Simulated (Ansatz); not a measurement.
# C6H5O radical: basis-set convergence

An exercise on one series of results from a longer session: the logs are not shown, and one member is left open.

Program: Ansatz 0.2.0, Gaussian basis. Level of theory: one geometry, several basis sets. These are calculated values, not measurements.

The runs, in order: PBE0-D4/def2-SVP; ωB97M-V/def2-SVP; PBE0-D4/def2-QZVPP; ωB97M-V/def2-QZVPP; the functionals' def2-TZVPP values are taken from earlier runs.

## The geometry

All runs share one geometry, relaxed beforehand with PBE0-D4 in a triple-zeta def2 set.

SMILES `[O]c1ccccc1`, 12 atoms, charge 0, spin multiplicity 2.

Atoms are counted from 1 here; the program's logs count them from 0.

Bond lengths: O1–C2 1.246 Å, C2–C3 1.444 Å, C2–C7 1.444 Å, C3–C4 1.369 Å, C3–H8 1.084 Å, C4–C5 1.401 Å, C4–H9 1.084 Å, C5–C6 1.401 Å, C5–H10 1.084 Å, C6–C7 1.369 Å, C6–H11 1.084 Å, C7–H12 1.084 Å. Angles: O1–C2–C3 121.4°, O1–C2–C7 121.4°, C3–C2–C7 117.2°, C2–C3–C4 120.8°, C2–C3–H8 117.0°, C4–C3–H8 122.1°, C3–C4–C5 120.2°, C3–C4–H9 120.3°, C5–C4–H9 119.5°, C4–C5–C6 120.7°, C4–C5–H10 119.6°, C6–C5–H10 119.6°, C5–C6–C7 120.2°, C5–C6–H11 119.5°, C7–C6–H11 120.3°, C2–C7–C6 120.8°, C2–C7–H12 117.0°, C6–C7–H12 122.1°.

Set-up of the first run:

Contents of in.yaml:

```yaml
crystal:
  periodic: [false, false, false]
  atoms:
    - {symbol: O, position_ang: [-0.215571, -2.640280, -0.217278]}
    - {symbol: C, position_ang: [-0.114503, -1.402459, -0.115412]}
    - {symbol: C, position_ang: [-0.746269, -0.682094, 0.964912]}
    - {symbol: C, position_ang: [-0.627227, 0.677921, 1.064986]}
    - {symbol: C, position_ang: [0.113750, 1.393178, 0.114648]}
    - {symbol: C, position_ang: [0.742336, 0.731834, -0.948973]}
    - {symbol: C, position_ang: [0.639366, -0.627548, -1.072673]}
    - {symbol: H, position_ang: [-1.311399, -1.265730, 1.681945]}
    - {symbol: H, position_ang: [-1.105153, 1.210307, 1.879604]}
    - {symbol: H, position_ang: [0.201667, 2.469795, 0.203255]}
    - {symbol: H, position_ang: [1.310501, 1.305399, -1.672618]}
    - {symbol: H, position_ang: [1.112505, -1.170314, -1.882416]}
basis:
  gaussian: {orbitals: def2-SVP}
magnetization: {spin_polarized: true, initial_magnetization: 1}
hamiltonian: {xc: pbe0, dispersion: d4}
output: {orbitals: {seedname: orbitals}}
```

Started as:

```sh
$ ansatz run in.yaml --threads 2 --pin off --events-out ev --progress --plain --max-ram 32768MiB --backend cpu
```

Among the steps run: PBE0-D4 in def2-SVP; ωB97M-V in def2-SVP; PBE0-D4 in def2-QZVPP; ωB97M-V in def2-QZVPP.

One table of the session follows, with a row left open; its other results are not shown here.

It belongs to the step «Functionals by basis». 

```
functional       basis  HOMO (eV)  LUMO (eV)
   PBE0-D4    def2-SVP      -6.81      -3.65
   PBE0-D4  def2-TZVPP      -6.88      -3.77
   PBE0-D4  def2-QZVPP          ?          ?
   ωB97M-V    def2-SVP      -8.67      -1.68
   ωB97M-V  def2-TZVPP      -8.76      -1.84
   ωB97M-V  def2-QZVPP      -8.79      -1.88
```

Estimate the missing values for PBE0-D4, def2-QZVPP.

**Answer.** HOMO (eV): -6.90; LUMO (eV): -3.80. In the column «HOMO (eV)» it lies between ωB97M-V, def2-SVP (-8.67) and PBE0-D4, def2-TZVPP (-6.88).
